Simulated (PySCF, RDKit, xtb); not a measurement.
# Which structure has the formula CHFSn?, part 2 of 2

Task: start from the formula CHFSn, draw up candidate structures, narrow them down in stages, and characterise the one that lies lowest at 298.15 K.

xtb, Ansatz and PySCF; isolated molecules.

### Step 9. Energies at the top level

Each finalist gets a single point at CCSD(T)/def2-TZVP.

c282a, CCSD(T)/def2-TZVP:

job.py reads:

```python
# F[CH]=[Sn]
from pyscf import gto, scf, cc

mol = gto.M(
    atom='C -2.644259 -1.323742 0.237582; F -3.393106 -2.121576 1.006530; Sn -2.328090 0.685718 0.395136; H -2.158327 -1.899352 -0.573037',
    verbose=3,
    basis='def2-tzvp',
    ecp={'Sn': 'def2-svp'},
    spin=0,
    max_memory=3720,
)

mf = scf.RHF(mol)
mf.max_cycle = 100
mf.conv_tol = 1e-09
mf.kernel()
if not mf.converged:
    mf = mf.newton().run(mf.mo_coeff, mf.mo_occ)

mycc = cc.CCSD(mf, frozen=6)
mycc.kernel()
e_t = mycc.ccsd_t()
etot = mycc.e_tot + e_t
print(f'total energy: {etot:.8f} hartree')
```

Command:

```console
$ OMP_NUM_THREADS=2 python job.py
```

The log of the run:

```text
converged SCF energy = -351.205412182018
E(CCSD) = -351.9196971692288  E_corr = -0.714284987210677
CCSD(T) correction = -0.0285417613869773
total energy: -351.94823893 hartree
```

Run time: 83 s. Hardware: 2 threads of Arm Neoverse V1, shared host; peak memory 1.1 GiB.

### Step 10. c853a at CCSD(T)/def2-TZVP

run.py reads:

```python
from pyscf import gto, cc

system = gto.M(
    atom=[
    ('C', (-2.617589, -1.360110, 0.170503)),
    ('F', (-3.369483, -2.109403, 0.964140)),
    ('Sn', (-2.404703, 0.788230, 0.399621)),
    ('H', (-2.139583, -1.998279, -0.596367)),
],
    basis='def2-tzvp',
    ecp={'Sn': 'def2-svp'},
    verbose=3,
    charge=0,
    spin=2,
    max_memory=3720,
)

calc0 = system.UHF()
calc0.conv_tol = 1e-09
calc0.max_cycle = 100
calc0.kernel()
if not calc0.converged:
    calc0 = calc0.newton().run(calc0.mo_coeff, calc0.mo_occ)
for _ in range(3):
    mo, _, stable, _ = calc0.stability(return_status=True)
    if stable:
        break
    calc0.kernel(calc0.make_rdm1(mo, calc0.mo_occ))

mycc = cc.CCSD(calc0, frozen=6)
mycc.kernel()
e_t = mycc.ccsd_t()
e_final = mycc.e_tot + e_t
print(f'total energy: {e_final:.8f} hartree')
```

Command:

```console
$ OMP_NUM_THREADS=2 python run.py
```

The log of the run:

```text
WARN: HOMO -0.532277609845784 >= LUMO -0.550997671170132

WARN: HOMO -0.104306751849979 >= LUMO -0.130885697348031

converged SCF energy = -351.227071782281  <S^2> = 2.0354716  2S+1 = 3.0235552
<class 'pyscf.scf.uhf.UHF'> wavefunction is stable in the internal stability analysis
E(UCCSD) = -351.9038881391293  E_corr = -0.676816356848327
UCCSD(T) correction = -0.0221573901403398
total energy: -351.92604553 hartree
```

Wall time 9 min (2 threads of Arm Neoverse V1, shared host); peak memory 6.8 GiB.

### Step 11. The ranking

Energies in kcal/mol from c282a; G adds the thermal terms to the CCSD(T)/def2-TZVP energy. The columns left of the relaxed level are at the tight-binding geometries.

| label | SMILES | spin | r2SCAN-D4/def2-SVP | PBE0-D4/def2-SVP | HF/def2-TZVP | MP2/def2-TZVP | CCSD(T)/def2-TZVP | G | share at equilibrium | T1 |
| --- | --- | --- | --- | --- | --- | --- | --- | --- | --- | --- |
| c282a | F[CH]=[Sn] | singlet | 0.0 | 0.0 | 0.0 | 0.0 | 0.0 | 0.0 | 100.0 % | 0.017 |
| c981t | [CH][Sn][F] ‡ | triplet | 33.9 | 13.6 | -23.6 | 13.1 | 11.1 | 7.0 | < 0.1 % | 0.020 |
| c853a | [F][CH][Sn] ‡ | triplet | 5.3 | 6.5 | -13.6 | 17.1 | 13.9 | 13.8 | < 0.1 % | 0.023 |

‡ marks the bonded skeleton alone, with all bonds drawn single: no Lewis structure was assigned that passes a check against the bond lengths.

Lowest found: c282a, `F[CH]=[Sn]`, a singlet. Bond lengths: C1–F2 1.337 Å, C1–Sn3 2.040 Å, C1–H4 1.107 Å. Angles: F2–C1–Sn3 129.0°, F2–C1–H4 110.9°, Sn3–C1–H4 120.1°.

```xyz
4

C    -2.6443   -1.3237    0.2376
F    -3.3931   -2.1216    1.0065
Sn   -2.3281    0.6857    0.3951
H    -2.1583   -1.8994   -0.5730
```

### Step 12. Density, orbitals and dipole (PBE0/def2-TZVPD)

job.py reads:

```python
from pyscf import gto, dft

molecule = gto.M(
    atom=[
    ('C', (-2.644259, -1.323742, 0.237582)),
    ('F', (-3.393106, -2.121576, 1.006530)),
    ('Sn', (-2.328090, 0.685718, 0.395136)),
    ('H', (-2.158327, -1.899352, -0.573037)),
],
    basis='def2-tzvpd',
    verbose=3,
    spin=0,
    ecp={'Sn': 'def2-svp'},
    max_memory=3720,
)

calc0 = dft.RKS(molecule)
calc0.xc = 'pbe0'
calc0 = calc0.density_fit(auxbasis='def2-universal-jkfit')
calc0.conv_tol = 1e-09
calc0.max_cycle = 100
calc0.grids.level = 3
calc0.kernel()
if not calc0.converged:
    calc0 = calc0.newton().run(calc0.mo_coeff, calc0.mo_occ)

e_tot = calc0.e_tot
print(f'total energy: {e_tot:.8f} hartree')
grad = calc0.nuc_grad_method().kernel()
calc0.analyze()
```

Command:

```console
$ OMP_NUM_THREADS=2 python job.py
```

The log of the run:

```text
converged SCF energy = -352.691042936458
total energy: -352.69104294 hartree
--------------- DFRKS gradients ---------------
         x                y                z
0 C    -0.0071032204    -0.0060438744     0.0075630557
1 F     0.0031689013     0.0038600879    -0.0029538029
2 Sn     0.0007605743     0.0047447814     0.0003970192
3 H     0.0031595681    -0.0027271847    -0.0049252119
----------------------------------------------
**** MO energy ****
MO #1   energy= -24.7809460483884  occ= 2
MO #2   energy= -10.2960598986035  occ= 2
MO #3   energy= -5.1461173340583   occ= 2
MO #4   energy= -3.48710567673223  occ= 2
MO #5   energy= -3.47465690307374  occ= 2
MO #6   energy= -3.47063359238889  occ= 2
MO #7   energy= -1.25475184011412  occ= 2
MO #8   energy= -1.04907890871763  occ= 2
MO #9   energy= -1.04507636953399  occ= 2
MO #10  energy= -1.04266333948859  occ= 2
MO #11  energy= -1.03529782086805  occ= 2
MO #12  energy= -1.03097678815698  occ= 2
MO #13  energy= -0.675232472142987 occ= 2
MO #14  energy= -0.521448275647032 occ= 2
MO #15  energy= -0.511139481642903 occ= 2
MO #16  energy= -0.473844454571928 occ= 2
MO #17  energy= -0.403674439085659 occ= 2
MO #18  energy= -0.272695807183567 occ= 2
MO #19  energy= -0.202498131360461 occ= 2
MO #20  energy= -0.111650614284052 occ= 0
MO #21  energy= -0.0523296166407867 occ= 0
MO #22  energy= 0.0125312152360988 occ= 0
MO #23  energy= 0.0166078772281379 occ= 0
MO #24  energy= 0.0510733613609867 occ= 0
MO #25  energy= 0.06367770919805   occ= 0
MO #26  energy= 0.0666290351421822 occ= 0
MO #27  energy= 0.0691274294360048 occ= 0
MO #28  energy= 0.0846501880852247 occ= 0
MO #29  energy= 0.0879226896928221 occ= 0
MO #30  energy= 0.102969756323718  occ= 0
MO #31  energy= 0.121958690155207  occ= 0
MO #32  energy= 0.140002024335214  occ= 0
MO #33  energy= 0.143234659042415  occ= 0
MO #34  energy= 0.157210596653086  occ= 0
MO #35  energy= 0.158993199082793  occ= 0
MO #36  energy= 0.185017859261169  occ= 0
MO #37  energy= 0.21038132988305   occ= 0
MO #38  energy= 0.212588181149566  occ= 0
MO #39  energy= 0.252852984201801  occ= 0
MO #40  energy= 0.261396771109352  occ= 0
MO #41  energy= 0.262927023467434  occ= 0
MO #42  energy= 0.285209578296236  occ= 0
MO #43  energy= 0.304821514232624  occ= 0
MO #44  energy= 0.319452628985559  occ= 0
MO #45  energy= 0.326438218703741  occ= 0
MO #46  energy= 0.355925052239118  occ= 0
MO #47  energy= 0.358072324149475  occ= 0
MO #48  energy= 0.364558449785501  occ= 0
MO #49  energy= 0.37056483483211   occ= 0
MO #50  energy= 0.416462160421391  occ= 0
MO #51  energy= 0.422862464770212  occ= 0
MO #52  energy= 0.430821760251581  occ= 0
MO #53  energy= 0.454485408460181  occ= 0
MO #54  energy= 0.463185197939056  occ= 0
MO #55  energy= 0.483425924279069  occ= 0
MO #56  energy= 0.565097220682652  occ= 0
MO #57  energy= 0.631459993248717  occ= 0
MO #58  energy= 0.63397144836368   occ= 0
MO #59  energy= 0.663065746588441  occ= 0
MO #60  energy= 0.678983800249671  occ= 0
MO #61  energy= 0.716422887854968  occ= 0
MO #62  energy= 0.718213774037446  occ= 0
MO #63  energy= 0.742676661199512  occ= 0
MO #64  energy= 0.744220922058412  occ= 0
MO #65  energy= 0.784117183527559  occ= 0
MO #66  energy= 0.789895990631057  occ= 0
MO #67  energy= 0.798880206740211  occ= 0
MO #68  energy= 0.820134701786805  occ= 0
MO #69  energy= 0.864773235221285  occ= 0
MO #70  energy= 0.884209997463805  occ= 0
MO #71  energy= 0.902911534018045  occ= 0
MO #72  energy= 0.930486665705686  occ= 0
MO #73  energy= 1.00504954955556   occ= 0
MO #74  energy= 1.04587452834398   occ= 0
MO #75  energy= 1.05349399267156   occ= 0
MO #76  energy= 1.0924487990265    occ= 0
MO #77  energy= 1.1097606434433    occ= 0
MO #78  energy= 1.15978272406533   occ= 0
MO #79  energy= 1.19362065776674   occ= 0
MO #80  energy= 1.2085896615723    occ= 0
MO #81  energy= 1.21471913922238   occ= 0
MO #82  energy= 1.21497721870013   occ= 0
MO #83  energy= 1.24240812165479   occ= 0
MO #84  energy= 1.32692701372674   occ= 0
MO #85  energy= 1.40737160529967   occ= 0
MO #86  energy= 1.52631008347141   occ= 0
MO #87  energy= 1.65836727035438   occ= 0
MO #88  energy= 1.75405547643655   occ= 0
MO #89  energy= 1.8952632030995    occ= 0
MO #90  energy= 1.97531323490301   occ= 0
MO #91  energy= 2.0566804844678    occ= 0
MO #92  energy= 2.21462124394122   occ= 0
MO #93  energy= 2.25173748448812   occ= 0
MO #94  energy= 2.26554371343298   occ= 0
MO #95  energy= 2.27017032650963   occ= 0
MO #96  energy= 2.31287922014857   occ= 0
MO #97  energy= 2.32463074005511   occ= 0
MO #98  energy= 2.35200732564554   occ= 0
MO #99  energy= 2.35687421103575   occ= 0
MO #100 energy= 2.3746636688555    occ= 0
MO #101 energy= 2.42112675143081   occ= 0
MO #102 energy= 2.4538167577932    occ= 0
MO #103 energy= 2.50202977718897   occ= 0
MO #104 energy= 2.65970613444749   occ= 0
MO #105 energy= 2.71630654680145   occ= 0
MO #106 energy= 2.78905430841247   occ= 0
MO #107 energy= 2.93007054955421   occ= 0
MO #108 energy= 3.10319142863939   occ= 0
MO #109 energy= 3.11869961723456   occ= 0
MO #110 energy= 3.14634191537297   occ= 0
MO #111 energy= 3.20003580648375   occ= 0
MO #112 energy= 3.23193368882645   occ= 0
MO #113 energy= 3.34127112053003   occ= 0
MO #114 energy= 3.34157475715989   occ= 0
MO #115 energy= 3.37384101749036   occ= 0
MO #116 energy= 3.4982471316562    occ= 0
MO #117 energy= 3.61447812449185   occ= 0
MO #118 energy= 3.79258745338135   occ= 0
MO #119 energy= 3.80632659671207   occ= 0
MO #120 energy= 3.91627979244211   occ= 0
MO #121 energy= 4.11792036946255   occ= 0
MO #122 energy= 4.34537438410552   occ= 0
MO #123 energy= 5.35276862436626   occ= 0
MO #124 energy= 6.88495198876348   occ= 0
MO #125 energy= 6.88689492769279   occ= 0
MO #126 energy= 6.97887256093653   occ= 0
MO #127 energy= 7.0051313056729    occ= 0
MO #128 energy= 7.31251912239359   occ= 0
MO #129 energy= 7.34937447435076   occ= 0
MO #130 energy= 7.43097913556226   occ= 0
MO #131 energy= 8.52899481579985   occ= 0
MO #132 energy= 8.54511827472925   occ= 0
MO #133 energy= 8.79096499530206   occ= 0
MO #134 energy= 8.84315034856154   occ= 0
MO #135 energy= 9.3009453718794    occ= 0
MO #136 energy= 22.345776621429    occ= 0
MO #137 energy= 36.3880837225948   occ= 0
MO #138 energy= 36.8129918250749   occ= 0
MO #139 energy= 36.8727565245784   occ= 0
MO #140 energy= 37.2721911936854   occ= 0
MO #141 energy= 57.3813876590362   occ= 0
MO #142 energy= 113.64111679269    occ= 0

WARN: Weak orthogonality for localized orbitals 1.0835585180299355e-09

 ** Mulliken atomic charges  **
charge of    0C =     -1.32256
charge of    1F =     -0.28185
charge of    2Sn =      1.52379
charge of    3H =      0.08062
Dipole moment(X, Y, Z, Debye):  0.65786,  1.57302, -0.42014
```

It took 11 s on 2 threads of Arm Neoverse V1, shared host; peak memory 1.1 GiB.

### Step 13. Electronic excitations (TD-B3LYP/def2-SVPD)

An in-house driver calls PySCF's response routines at TD-B3LYP/def2-SVPD; it has no typed input.

The log of the run:

```text
coarse grid: 20984 points
cycle   1  E = -349.4308353832  dE = -1.940e+01  |g| = 3.201e+00  |ddm| = 9.124e+00
cycle   2  E = -284.5349371184  dE =  6.490e+01  |g| = 9.296e+00  |ddm| = 3.491e+01
cycle   3  E = -352.4573611523  dE = -6.792e+01  |g| = 1.243e+00  |ddm| = 3.422e+01
cycle   4  E = -352.1167683203  dE =  3.406e-01  |g| = 1.703e+00  |ddm| = 2.782e+00
cycle   5  E = -352.7351860241  dE = -6.184e-01  |g| = 1.377e-01  |ddm| = 1.237e+00
cycle   6  E = -352.7282510952  dE =  6.935e-03  |g| = 2.153e-01  |ddm| = 3.881e-01
cycle   7  E = -352.7421467666  dE = -1.390e-02  |g| = 3.057e-02  |ddm| = 2.318e-01
cycle   8  E = -352.7424294064  dE = -2.826e-04  |g| = 4.367e-03  |ddm| = 4.691e-02
cycle   9  E = -352.7424363063  dE = -6.900e-06  |g| = 1.054e-03  |ddm| = 9.356e-03
final grid: 42232 points
cycle  10  E = -352.7423719058  dE =  8.885e-08  |g| = 1.197e-03  |ddm| = 4.174e-03
cycle  11  E = -352.7423702842  dE =  1.622e-06  |g| = 2.438e-03  |ddm| = 5.015e-03
cycle  12  E = -352.7423723483  dE = -2.064e-06  |g| = 7.175e-04  |ddm| = 3.496e-03
cycle  13  E = -352.7423725352  dE = -1.870e-07  |g| = 3.263e-05  |ddm| = 9.321e-04
cycle  14  E = -352.7423725354  dE = -1.814e-10  |g| = 1.487e-05  |ddm| = 3.652e-05
converged SCF energy = -352.7423725354

Static polarisability (au): isotropic 62.517, principal 48.952 54.329 84.269

Singlet excitations
state   eV       nm        f      main configurations
  1   0.9604   1291.0   0.00001   H->L 1.00
  2   3.0671    404.2   0.02115   H-1->L 0.98
  3   4.0275    307.8   0.17461   H->L+1 0.92
  4   4.5989    269.6   0.01074   H-1->L+1 0.94
  5   4.7962    258.5   0.07132   H->L+2 0.73, H->L+3 0.25
  6   4.9629    249.8   0.08037   H->L+3 0.74, H->L+2 0.24
  7   5.8622    211.5   0.00001   H->L+4 0.99
  8   6.3970    193.8   0.05988   H->L+6 0.79, H-2->L 0.18

Triplet excitations (Tamm-Dancoff, eV): 0.5743 1.6294 2.2980
```

Wall time 3.6 s (2 threads of Arm Neoverse V1, shared host); peak memory 0.28 GiB.

The roots found:

| excited state | energy (eV) | strength |
| --- | --- | --- |
| 1 | 0.960 | 0.0000 |
| 2 | 3.067 | 0.0211 |
| 3 | 4.027 | 0.1746 |
| 4 | 4.599 | 0.0107 |
| 5 | 4.796 | 0.0713 |
| 6 | 4.963 | 0.0804 |
| 7 | 5.862 | 0.0000 |
| 8 | 6.397 | 0.0599 |

### Step 14. The cation at the same geometry (PBE0/def2-TZVPD)

calc.py reads:

```python
from pyscf import gto, dft

system = gto.M(
    atom=[
    ('C', (-2.644259, -1.323742, 0.237582)),
    ('F', (-3.393106, -2.121576, 1.006530)),
    ('Sn', (-2.328090, 0.685718, 0.395136)),
    ('H', (-2.158327, -1.899352, -0.573037)),
],
    basis='def2-tzvpd',
    verbose=3,
    max_memory=3720,
    ecp={'Sn': 'def2-svp'},
    charge=1,
    spin=1,
)

mf = dft.UKS(system)
mf.xc = 'pbe0'
mf = mf.density_fit(auxbasis='def2-universal-jkfit')
mf.conv_tol = 1e-09
mf.max_cycle = 100
mf.grids.level = 3
mf.kernel()
if not mf.converged:
    mf = mf.newton().run(mf.mo_coeff, mf.mo_occ)
for _ in range(3):
    mo, _, stable, _ = mf.stability(return_status=True)
    if stable:
        break
    mf.kernel(mf.make_rdm1(mo, mf.mo_occ))

etot = mf.e_tot
print('Final energy', etot)
```

Command:

```console
$ OMP_NUM_THREADS=2 python calc.py
```

The log of the run:

```text
WARN: HOMO -0.644118305287761 >= LUMO -0.644118305287761

converged SCF energy = -352.416352350191  <S^2> = 0.75389741  2S+1 = 2.0038936
<class 'pyscf.df.df_jk.DFUKS'> wavefunction is stable in the internal stability analysis
Final energy -352.41635235019146
```

Run time: 1.7 min. Hardware: 2 threads of Arm Neoverse V1, shared host; peak memory 0.56 GiB.

### Step 15. The anion at the same geometry (PBE0/def2-TZVPD)

geometry.xyz reads:

```xyz
4
CHFSn
C     -2.644259    -1.323742     0.237582
F     -3.393106    -2.121576     1.006530
Sn    -2.328090     0.685718     0.395136
H     -2.158327    -1.899352    -0.573037
```

calc.py reads:

```python
from pyscf import gto, dft

system = gto.M(
    atom='geometry.xyz',
    charge=-1,
    spin=1,
    basis='def2-tzvpd',
    verbose=3,
    max_memory=3720,
    ecp={'Sn': 'def2-svp'},
)

calc0 = dft.UKS(system, xc='pbe0')
calc0 = calc0.density_fit(auxbasis='def2-universal-jkfit')
calc0.grids.level = 3
calc0.conv_tol = 1e-09
calc0.max_cycle = 100
calc0.kernel()
if not calc0.converged:
    calc0 = calc0.newton().run(calc0.mo_coeff, calc0.mo_occ)
for _ in range(3):
    mo, _, stable, _ = calc0.stability(return_status=True)
    if stable:
        break
    calc0.kernel(calc0.make_rdm1(mo, calc0.mo_occ))

e_tot = calc0.e_tot
print(f'total energy: {e_tot:.8f} hartree')
```

Command:

```console
$ OMP_NUM_THREADS=2 python calc.py
```

The log of the run:

```text
WARN: HOMO -0.622744064061202 >= LUMO -0.622744064061204

converged SCF energy = -352.738520271813  <S^2> = 0.86364548  2S+1 = 2.110588
<class 'pyscf.df.df_jk.DFUKS'> wavefunction is stable in the internal stability analysis
total energy: -352.73852027 hartree
```

It took 98 s on 2 threads of Arm Neoverse V1, shared host; peak memory 0.55 GiB.

### Step 16. The triplet at the same geometry (PBE0/def2-TZVPD)

job.py reads:

```python
from pyscf import gto, dft

mol = gto.M(
    atom='''
C       -2.644259      -1.323742       0.237582
F       -3.393106      -2.121576       1.006530
Sn      -2.328090       0.685718       0.395136
H       -2.158327      -1.899352      -0.573037
''',
    basis='def2-tzvpd',
    verbose=3,
    spin=2,
    max_memory=3720,
    ecp={'Sn': 'def2-svp'},
)

mf = dft.UKS(mol, xc='pbe0')
mf = mf.density_fit(auxbasis='def2-universal-jkfit')
mf.max_cycle = 100
mf.grids.level = 3
mf.conv_tol = 1e-09
mf.kernel()
if not mf.converged:
    mf = mf.newton().run(mf.mo_coeff, mf.mo_occ)
for _ in range(3):
    mo, _, stable, _ = mf.stability(return_status=True)
    if stable:
        break
    mf.kernel(mf.make_rdm1(mo, mf.mo_occ))

e_tot = mf.e_tot
print('E = %.10f Eh' % e_tot)
```

Command:

```console
$ OMP_NUM_THREADS=2 python job.py
```

The log of the run:

```text
WARN: HOMO -0.622744064061202 >= LUMO -0.644118305287761

WARN: HOMO -0.0880324616700016 >= LUMO -0.0912053026350771

WARN: HOMO -0.16911604314177 >= LUMO -0.258453631797168

converged SCF energy = -352.674755394269  <S^2> = 2.0079573  2S+1 = 3.0053002
<class 'pyscf.df.df_jk.DFUKS'> wavefunction is stable in the internal stability analysis
E = -352.6747553943 Eh
```

It took 89 s on 2 threads of Arm Neoverse V1, shared host; peak memory 0.55 GiB.

### Step 17. Stability of the closed-shell solution (PBE0/def2-SVP)

Changes to geometry.xyz since step 15:

```diff
@@ -1,3 +1,3 @@
 4
-CHFSn
+
 C     -2.644259    -1.323742     0.237582
```

input.py reads:

```python
from pyscf import gto, dft

mol = gto.M(
    atom='geometry.xyz',
    max_memory=3720,
    verbose=3,
    ecp={'Sn': 'def2-svp'},
    spin=0,
    basis='def2-svp',
)

mf = dft.RKS(mol, xc='pbe0')
mf = mf.density_fit(auxbasis='def2-universal-jkfit')
mf.grids.level = 3
mf.max_cycle = 100
mf.kernel()
if not mf.converged:
    mf = mf.newton().run(mf.mo_coeff, mf.mo_occ)

etot = mf.e_tot
print('Final energy', etot)
mo_i, mo_e, stable_i, stable_e = mf.stability(internal=True, external=True, return_status=True)
print('stable: internal', stable_i, 'external', stable_e)
```

Command:

```console
$ OMP_NUM_THREADS=2 python input.py
```

The log of the run:

```text
converged SCF energy = -352.514624835452
Final energy -352.51462483545185
<class 'pyscf.df.df_jk.DFRKS'> wavefunction is stable in the internal stability analysis
<class 'pyscf.df.df_jk.DFRKS'> wavefunction is stable in the real -> complex stability analysis
<class 'pyscf.df.df_jk.DFRKS'> wavefunction is stable in the RHF/RKS -> UHF/UKS stability analysis
stable: internal True external True
```

Run time: 12 s. Hardware: 2 threads of Arm Neoverse V1, shared host; peak memory 0.33 GiB.

### Step 18. What came out

This closing draws on all 2 parts.

| quantity | value |
| --- | --- |
| lowest structure found | F[CH]=[Sn], singlet |
| next finalist | [CH][Sn][F] ‡, triplet, 7.0 kcal/mol higher in G |
| share at equilibrium, among the finalists | 100.0 % |
| funnel | 22 starts, 5 minima at GFN2-xTB from these starts (6 with those found later), 5 screening runs, 3 relaxed, 3 ranked |
| CPU time of all runs | 69 min |
| lowest excitation (TD-B3LYP/def2-SVPD) | 0.96 eV (f = 0.000) |
| strongest of the states computed, same level | 4.03 eV (f = 0.175) |
| lowest triplet excitation, same level, Tamm-Dancoff | 0.57 eV |

What this shows: The search ends on `F[CH]=[Sn]`. Among the finalists first place is clear (7.0 kcal/mol); structures outside the list aren't covered. r2SCAN-D4/def2-SVP, PBE0-D4/def2-SVP and MP2/def2-TZVP already put its bonding pattern lowest among the structures in one piece; HF/def2-TZVP favours the triplet [CH][Sn][F] ‡. The largest share of the time went into the final energies (55 % of the CPU time that the search's summary counts). Spin-orbit coupling, which matters for elements this heavy, is left out. Lowest found is not proven lowest: the search is finite, and each finalist counts with one conformer.

‡ marks the bonded skeleton alone, with all bonds drawn single: no Lewis structure was assigned that passes a check against the bond lengths.
